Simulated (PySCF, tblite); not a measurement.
# C₃H₉BOSi₂: geometry, infrared bands and NMR shifts

What infrared bands and NMR shifts should C₃H₉BOSi₂ (`CB(C#C[SiH3])O[SiH3]`) show?

The runs use tblite 0.8.0 and PySCF 2.14.0, with density-fitted response routines of our own; the level of theory stands in each step. All values are computed, except where a source is named. Atoms count from 0, in the outputs and in this text.

### 1 Starting geometry

16 atoms, charge 0, multiplicity 1; geometry from: force field or distance geometry start.

Bonds of the start (Å): C0–B1 1.60, B1–C2 1.52, C2–C3 1.22, C3–Si4 1.81, B1–O5 1.46, O5–Si6 1.73, C0–H7 1.11, C0–H8 1.11, C0–H9 1.10, Si4–H10 1.48, Si4–H11 1.47, Si4–H12 1.47, Si6–H13 1.47, Si6–H14 1.47, Si6–H15 1.46.

### 2 Geometry optimisation with GFN2-xTB

The job: settings as JSON, then the geometry in Å.

```
{"job": {"kind": "relax", "xc": "GFN2-xTB", "basis": "xTB"}, "charge": 0, "multiplicity": 1}
C      1.219800    -1.986900     0.221700
B      0.730600    -0.475200     0.413300
C     -0.705700    -0.096300     0.096500
C     -1.851700     0.220000    -0.175800
Si    -3.562800     0.671400    -0.553200
O      1.622600     0.497200     1.049100
Si     2.473900     1.276800    -0.237000
H      0.567900    -2.657300     0.818200
H      1.149700    -2.256200    -0.850600
H      2.257400    -2.096500     0.567000
H     -4.187200    -0.395900    -1.359500
H     -4.320800     0.855900     0.688800
H     -3.570800     1.928100    -1.319000
H      3.399200     2.270400     0.326900
H      1.519600     1.966500    -1.123300
H      3.250800     0.286900    -0.984000
```

Command:

```sh
OMP_NUM_THREADS=1 python probes_run.py task.json out
```

One launch serves the whole session: the jobs run in the order shown.

**Question.** This job is followed by: GFN2-xTB harmonic vibrations, gas phase; GIAO PBE0/pcSseg-1 NMR shielding, non-relativistic, gas phase. What will the session give for the following? strongest single infrared mode (GFN2-xTB); zero-point energy (GFN2-xTB); ¹³C shifts against TMS (PBE0/pcSseg-1); ¹H shifts against TMS (PBE0/pcSseg-1, means over atoms taken as alike); ¹¹B shifts against BF3·OEt2 (PBE0/pcSseg-1); ²⁹Si shifts against TMS (PBE0/pcSseg-1); ¹⁷O shifts against H2O (PBE0/pcSseg-1).

The runs gave:

| quantity | value |
| --- | --- |
| strongest single infrared mode (GFN2-xTB) | 1361 cm⁻¹, 912 km/mol |
| zero-point energy (GFN2-xTB) | 63.8 kcal/mol |
| ¹³C shifts against TMS (PBE0/pcSseg-1) | 123.4, 110.3, 11.4 ppm |
| ¹H shifts against TMS (PBE0/pcSseg-1, means over atoms taken as alike) | 5.26, 4.26, 0.60 ppm |
| ¹¹B shifts against BF3·OEt2 (PBE0/pcSseg-1) | 36.8 ppm |
| ²⁹Si shifts against TMS (PBE0/pcSseg-1) | -45.5, -99.6 ppm |
| ¹⁷O shifts against H2O (PBE0/pcSseg-1) | 159.6 ppm |

**Reading.** Over 129 steps the energy fell by 0.892 eV; of the close pairs, B1–O5 changed most, 1.465 to 1.328 Å. The lowest mode is slightly imaginary (5i cm⁻¹), a soft motion within the noise of the Hessian, so the minimum is not strictly shown. The strongest single mode, at 1361 cm⁻¹, moves mainly B1 and O5. GFN2-xTB is a fitted tight-binding method: band positions and strengths are rough. Its intensities can rank the bands wrongly.
